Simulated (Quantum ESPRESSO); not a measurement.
Rb5Zn, 6 atoms in the cell. Symmetry: P6/mmm, No. 191, hexagonal system. The conventional cell has a = 6.999 Å, b = 6.999 Å, c = 5.931 Å, α = 90.00°, β = 90.00°, γ = 120.00°. Rb (site symmetry -6m2) is surrounded by 9 Rb at 3.59 to 4.04 Å. Around Rb (site symmetry mmm) lie 8 Rb at 3.50 to 3.59 Å and 2 Zn at 3.50 Å. Around Zn (site symmetry 6/mmm) lie 6 Rb at 3.50 Å. The cell was built by a generator and needn't be a form met in nature.

| Item | Value |
| --- | --- |
| Program | Quantum ESPRESSO 7.5 |
| Task | single point |
| Functional | PBE |
| Potentials or basis | SSSP 1.3 efficiency PBE |
| Cutoff | 816 eV |
| Density cutoff | 5987 eV |
| k mesh | 5 × 5 × 5 |
| Occupations | fermi-dirac, width 0.05 eV |
| Spin | no spin polarisation |
| Mixing beta | 0.5 |
| Most SCF iterations | 120 |
| SCF threshold | 1.2e-09 Ry |

Potentials or basis: SSSP 1.3 efficiency PBE.

Command:

```bash
$ OMP_NUM_THREADS=1 pw.x -in pw.in > pw.out
```

Hardware: 1 thread of Intel(R) Xeon(R) 6975P-C (Granite Rapids), on a shared host.

Q: How long does it take, and how much memory?

A: Wall time 2.7 min on 1 thread of Intel(R) Xeon(R) 6975P-C (Granite Rapids) (shared host), peak memory 1.1 GiB. Counts: scf iterations 10, k pools 1, bands 43, k points 15, g dense 264543.
